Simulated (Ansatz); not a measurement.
# C3H8AlCl: the cost of one run

The runs use Ansatz 0.2.0, Gaussian basis; functionals in def2-TZVPP, the program's frozen cores in correlated methods.

Levels to be run: PBE-D4, r2SCAN-D4, PBE0-D4, B3LYP-D4, ωB97X-V, ωB97M-V, B2PLYP; CCSD(T)/def2-TZVPP; MP2/def2-QZVPP; extrapolation to the limit.

## 1. The geometry

An earlier PBE0-D4 in a triple-zeta def2 set relaxation fixed the geometry.

13 atoms, charge 0, spin multiplicity 1.

Atoms are counted from 1 here; the program's logs count them from 0.

Bond lengths: C1–C2 1.519 Å, C1–H6 1.092 Å, C1–H7 1.093 Å, C1–H8 1.092 Å, C2–C3 1.501 Å, C2–H9 1.099 Å, C2–H10 1.094 Å, C3–Al4 1.967 Å, C3–Cl5 1.904 Å, C3–H11 1.091 Å, Al4–Cl5 2.408 Å, Al4–H12 1.583 Å, Al4–H13 1.584 Å. Angles: C2–C1–H6 111.1°, C2–C1–H7 111.1°, C2–C1–H8 110.9°, H6–C1–H7 108.0°, H6–C1–H8 107.8°, H7–C1–H8 107.8°, C1–C2–C3 115.6°, C1–C2–H9 109.7°, C1–C2–H10 110.5°, C3–C2–H9 104.7°, C3–C2–H10 109.9°, H9–C2–H10 105.8°, C2–C3–Al4 125.4°, C2–C3–Cl5 110.1°, C2–C3–H11 112.6°, Al4–C3–Cl5 76.9°, Al4–C3–H11 118.6°, Cl5–C3–H11 102.2° and more.

## 2. PBE-D4 (GGA)

Input file in.yaml:

```yaml
crystal:
  periodic: [false, false, false]
  atoms:
    - {symbol: C, position_ang: [-1.494380, 1.249691, -0.062725]}
    - {symbol: C, position_ang: [-0.250867, 0.617273, 0.538820]}
    - {symbol: C, position_ang: [0.100826, -0.746313, 0.017868]}
    - {symbol: Al, position_ang: [1.914209, -1.505911, -0.052812]}
    - {symbol: Cl, position_ang: [0.538687, -0.647201, -1.832510]}
    - {symbol: H, position_ang: [-1.712433, 2.211849, 0.405767]}
    - {symbol: H, position_ang: [-2.366826, 0.604382, 0.070426]}
    - {symbol: H, position_ang: [-1.365722, 1.421589, -1.133670]}
    - {symbol: H, position_ang: [-0.393860, 0.475385, 1.618860]}
    - {symbol: H, position_ang: [0.608243, 1.287737, 0.437885]}
    - {symbol: H, position_ang: [-0.750971, -1.427505, 0.017259]}
    - {symbol: H, position_ang: [2.079300, -3.071714, -0.213552]}
    - {symbol: H, position_ang: [3.114097, -0.504064, 0.203185]}
basis:
  gaussian: {orbitals: def2-TZVPP}
hamiltonian: {xc: pbe, dispersion: d4}
output: {forces: true, orbitals: {seedname: orbitals}}
```

Launch:

```console
ansatz run in.yaml --threads 4 --pin off --events-out ev --progress --plain --max-ram 10444MiB
```

**Question.** How long does this run take on 4 threads of Arm Neoverse V1, shared host, and how much memory does it need?

About 3.6 s, with a peak of 0.43 GiB.
